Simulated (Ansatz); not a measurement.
# BH5MgSn: the cost of one run

All numbers below are computed with Ansatz 0.2.0 (RKS BHLYP/def2-SVP).

## 1. Starting point

Bond lengths: B1–Sn2 2.184 Å, Sn2–Mg3 2.600 Å, B1–H4 1.162 Å, B1–H5 1.162 Å, Sn2–H6 1.730 Å, Sn2–H7 1.739 Å, Mg3–H8 1.628 Å. Angles: B1–Sn2–Mg3 161.3°, B1–Sn2–H6 102.0°, B1–Sn2–H7 100.9°, Mg3–Sn2–H6 93.5°, Mg3–Sn2–H7 88.8°, H6–Sn2–H7 92.4°, Sn2–B1–H4 120.4°, Sn2–B1–H5 120.3°, H4–B1–H5 118.9°, Sn2–Mg3–H8 153.9°.

As a file:

```xyz
8

B    -1.0475    1.4917   -1.0891
Sn   -0.0758   -0.0877    0.0639
Mg    0.5142   -2.4348    1.0152
H    -1.8711    2.1523   -0.6033
H    -0.8400    1.5993   -2.2275
H     0.2832    0.7208    1.5501
H     1.5642    0.0589   -0.4956
H     1.4728   -3.5005    1.7864
```

## 2. Relaxing end A

input.yaml reads:

```yaml
crystal:
  periodic: [false, false, false]
  atoms:
    - { symbol: B, position_ang: [-1.04747, 1.49175, -1.08912] }
    - { symbol: Sn, position_ang: [-0.07584, -0.08773, 0.06389] }
    - { symbol: Mg, position_ang: [0.51421, -2.43485, 1.01519] }
    - { symbol: H, position_ang: [-1.87105, 2.15231, -0.60334] }
    - { symbol: H, position_ang: [-0.84001, 1.59932, -2.22755] }
    - { symbol: H, position_ang: [0.28316, 0.72078, 1.55014] }
    - { symbol: H, position_ang: [1.56421, 0.05891, -0.4956] }
    - { symbol: H, position_ang: [1.47279, -3.50051, 1.7864] }
basis:
  gaussian: { orbitals: def2-SVP }
hamiltonian:
  xc: { name: BHLYP }
relax:
  f_tol: 0.015
  max_steps: 40
```

Started as:

```console
ansatz run input.yaml --threads 1 --pin off --max-ram 2048MiB --backend cpu --events-out ev --progress --plain --runs-dir out
```

**Question.** How long does this run take on 1 thread of Intel Xeon Platinum 8488C (Sapphire Rapids), shared host, and how much memory does it need?

About 36 s, with a peak of 0.18 GiB.
